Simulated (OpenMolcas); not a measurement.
**Pt⁴⁺ among point charges: CASSCF and CASPT2 levels and susceptibility**

How does a field of 4 point charges split the states of Pt⁴⁺, and what χT follows?

The numbers are computed with OpenMolcas 26.06 (state-averaged CASSCF and CASPT2, spin-orbit coupling by RASSI with atomic mean-field integrals), except any that are marked as measured or tabulated.

### Step 1. The atom as given

| Property | Result |
| --- | --- |
| Species | Pt⁴⁺ (platinum, Z = 78, 74 electrons) |
| Basis | ANO-RCC-VDZP [7s6p4d2f], 59 functions |
| Scalar Hamiltonian | DKH2, point nucleus |
| Inactive shells | 1s 2s 2p 3s 3p 3d 4s 4p 4d 4f 5s 5p |
| Active space | 6 electrons in 5 orbitals (5d) |
| Some configurations of this space | 5d⁶ |
| Orbitals | optimised for each spin and parity, averaged over all roots |

The outer shells:

5d6
```
5d [↑↓][↑ ][↑ ][↑ ][↑ ]
```

The ion sits among 4 point charges of -2.5 e arranged as a square (D4h), 2.14 Å from the ion.

The work runs as a chain of OpenMolcas steps in one folder; each step below is one input file. Labels, J, g values, rates, χT and fits are worked out afterwards by a script from the matrices that RASSI stores. The input lists half of the charges; inversion (Group=XYZ) makes the rest.

### Step 2. GATEWAY and SEWARD: basis and integrals

File a.inp:

```
&GATEWAY
Coord
1

Pt 0.0 0.0 0.0
Basis=ANO-RCC-VDZP
Group=XYZ
NoMove
AngMom=0.0 0.0 0.0
AMFI
XField
2 Angstrom 0
2.140000 0.000000 0.000000 -2.500000
0.000000 2.140000 0.000000 -2.500000
&SEWARD
```

Started as:

```sh
$ OMP_NUM_THREADS=1 MOLCAS_MEM=1689 MOLCAS_PROJECT=a pymolcas a.inp > a.log
```

### Step 3. CASSCF: quintets of even parity, 5 roots

File a.inp:

```
&RASSCF
FileOrb=start.orb
Symmetry=1
Spin=5
nActEl=6 0 0
Inactive=15 19
Ras2=5 0
CIRoot=5 5 1
SDav=5
CIMx=300
Iter=120 100
PrWF=0.3
OrbListing=Nothing
MaxOrb=0
>>> COPY $Project.JobIph JOB001
```

start.orb holds the contracted functions of the basis, ordered by shell, or the orbitals of the step before.

### Step 4. CASSCF: triplets of even parity, 45 roots

File a.inp:

```
&RASSCF
FileOrb=start.orb
Symmetry=1
Spin=3
nActEl=6 0 0
Inactive=15 19
Ras2=5 0
CIRoot=45 45 1
SDav=45
CIMx=300
Iter=120 100
PrWF=0.3
OrbListing=Nothing
MaxOrb=0
>>> COPY $Project.JobIph JOB002
```

### Step 5. Reference wave functions, singlets of even parity, 50 roots

File a.inp:

```
&RASSCF
FileOrb=start.orb
Symmetry=1
Spin=1
nActEl=6 0 0
Inactive=15 19
Ras2=5 0
CIRoot=50 50 1
SDav=50
CIMx=300
Iter=120 100
PrWF=0.3
OrbListing=Nothing
MaxOrb=0
>>> COPY $Project.JobIph JOB003
```

### Step 6. State interaction with spin-orbit coupling

File a.inp:

```
&RASSI
NrOfJobIphs=3 5 45 50
1 2 3 4 5
1 2 3 4 5 6 7 8 9 10 11 12 13 14 15 16 17 18 19 20 21 22 23 24 25 26 27
28 29 30 31 32 33 34 35 36 37 38 39 40 41 42 43 44 45
1 2 3 4 5 6 7 8 9 10 11 12 13 14 15 16 17 18 19 20 21 22 23 24 25 26 27
28 29 30 31 32 33 34 35 36 37 38 39 40 41 42 43 44 45 46 47 48 49 50
IphNames
JOB001
JOB002
JOB003
EJob
SpinOrbit
DIPRint=1.0
SOCoupling=1000.0
Subsets=2
Property=9
'ANGMOM' 1 'ANGMOM' 2 'ANGMOM' 3 'MLTPL  1' 1 'MLTPL  1' 2 'MLTPL  1' 3
'AMFI' 1 'AMFI' 2 'AMFI' 3
SOProperty=3
'ANGMOM' 1 'ANGMOM' 2 'ANGMOM' 3
```

### Step 7. CASPT2: IPEA 0.25, imaginary shift 0.1 (closed shells correlated: 5s 5p)

File a.inp:

```
>>> COPY JOB001 $Project.JobIph
&CASPT2
Multistate=5 1 2 3 4 5
NoMult
Frozen=14 16
IPEA=0.25
Imaginary=0.1
MaxIter=60
WThr=0.0 0.3 0.05
PrWF=0.5
NoMix
>>> COPY JOB002 $Project.JobIph
&CASPT2
Multistate=45 1 2 3 4 5 6 7 8 9 10 11 12 13 14 15 16 17 18 19 20 21 22
23 24 25 26 27 28 29 30 31 32 33 34 35 36 37 38 39 40 41 42 43 44 45
NoMult
Frozen=14 16
IPEA=0.25
Imaginary=0.1
MaxIter=60
WThr=0.0 0.3 0.05
PrWF=0.5
NoMix
>>> COPY JOB003 $Project.JobIph
&CASPT2
Multistate=50 1 2 3 4 5 6 7 8 9 10 11 12 13 14 15 16 17 18 19 20 21 22
23 24 25 26 27 28 29 30 31 32 33 34 35 36 37 38 39 40 41 42 43 44 45 46
47 48 49 50
NoMult
Frozen=14 16
IPEA=0.25
Imaginary=0.1
MaxIter=60
WThr=0.0 0.3 0.05
PrWF=0.5
NoMix
```

(Steps that only read results are left out.)

Q: Predict the outcome of this session. Wanted: spin-free ground state; first state of the same spin within the active space; lowest level; next level.

**Answer**, as computed:

```
                                            quantity                                                                        value
                                              method  SS-CASPT2, IPEA 0.25, imaginary shift 0.1 (closed shells correlated: 5s 5p)
                              spin-free ground state                                              5A1, 1-fold in its orbital part
first state of the same spin within the active space                                                              5E at 7080 cm⁻¹
                                        lowest level                                                                    1-fold A1
                                          next level                                                                  1130.4 cm⁻¹
                                         χT at 300 K                                                               1.53 cm³ K/mol
                           effective moment at 300 K                                                                      3.49 μB
```

Cost by method:

```tsv
method	time of its own steps	time with the reference
A. CASSCF	23 s	23 s
B. SS-CASPT2, IPEA 0.25, imaginary shift 0.1, +5s 5p	7.8 s	31 s
```

Times are of one thread on a shared host.

**Reading.** The spin-free ground state (5A1) comes to 100 % from free-ion D terms and keeps the highest spin of the shell. χT at 300 K is 1.53, against 3.01 cm³ K/mol for the spin alone, so spin-orbit coupling lowers it. An active space of the d shell alone favours high spin; real ions in strong fields can be low spin. The field of point charges can differ much from that of real complexes. With metal d orbitals alone active, the gaps between spin states are rough; where two lie within a few thousand cm-1, their order is open. This is an electrostatic model: the charges have no orbitals.
